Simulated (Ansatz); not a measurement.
**Pb (Lead): further runs on the relaxed cell**

An exercise on one series of results from a longer session: the logs are not shown, and one member is left open.

Program: Ansatz 0.2.0. Level of theory: DFT PBE, scalar-relativistic, plane waves, PAW. These are calculated values, not measurements.

1 further run of the same task is left out (set aside as unsound or not needed).

**Starting point**

Symmetry: Fm-3m, No. 225, cubic system. Conventional cell: a = 5.042 Å, b = 5.042 Å, c = 5.042 Å, α = 90.00°, β = 90.00°, γ = 90.00°. Pb (site symmetry m-3m) has 12 Pb at 3.57 Å as nearest neighbours.

As a file:

```
CELL_PARAMETERS angstrom
0.00000 2.52100 2.52100
2.52100 0.00000 2.52100
2.52100 2.52100 0.00000
ATOMIC_POSITIONS crystal
Pb 0.00000 0.00000 0.00000
```

This cell was relaxed beforehand with the same method: volume 32.04 Å³/atom, gap on the mesh none (metal).

The first run:

input.yaml reads:

```yaml
crystal:
  lattice:
    - [0.0, 2.4955315365, 2.4955315365]
    - [2.4955315365, 0.0, 2.4955315365]
    - [2.4955315365, 2.4955315365, 0.0]
  atoms:
    - { symbol: Pb, position: [0.0, 0.0, 0.0] }
basis:
  ecutwfc: 420
kpoints:
  mp_grid: { grid: [14, 14, 14] }
hamiltonian:
  xc: pbe
scf:
  occupations: { method: gaussian, width: 0.1 }
output:
  forces: true
  stress: true
  eigenvalues: true
  write_density: true
  write_potential: true
  elf: true
  volumetric_format: npy
```

The run is started by

```
> ansatz run input.yaml --threads 1 --pin off --max-ram 2560MiB --backend cpu --events-out ev --progress --plain --runs-dir out
```

Steps of the session up to this table: Volume × 0.97; Volume × 1.03; Volume × 0.94; Volume × 1.06; Volume × 0.91; The cell scaled to 1.10 of its volume; The cell scaled to 0.88 of its volume.

One of the session's tables, all rows but one given; the rest of the session is left out.

It belongs to the step «Equation of state». 

| volume (Å³/atom) | energy above the lowest point (meV/atom) | pressure (GPa) |
| --- | --- | --- |
| 28.199 | 71.9 | 6.88 |
| 29.160 | 37.6 | 4.65 |
| 30.121 | ? | ? |
| 31.083 | 3.6 | 1.26 |
| 32.044 | 0.0 | -0.02 |
| 33.005 | 3.4 | -1.10 |
| 33.967 | 12.7 | -2.02 |
| 35.248 | 33.1 | -3.06 |

Estimate the missing values for volume (Å³/atom) = 30.121.

Worked estimate for «energy above the lowest point (meV/atom)». A straight line through the neighbours (29.160, 37.6) and (31.083, 3.6) gives 37.6 + (3.6 − 37.6) × (30.121 − 29.160) / (31.083 − 29.160) = 20.6; a parabola fitted to 4 rows on both sides gives 15.5.

As computed: energy above the lowest point (meV/atom): 15.5; pressure (GPa): 2.79. In «energy above the lowest point (meV/atom)» the line misses by +5.1 and the parabola by 0.0.
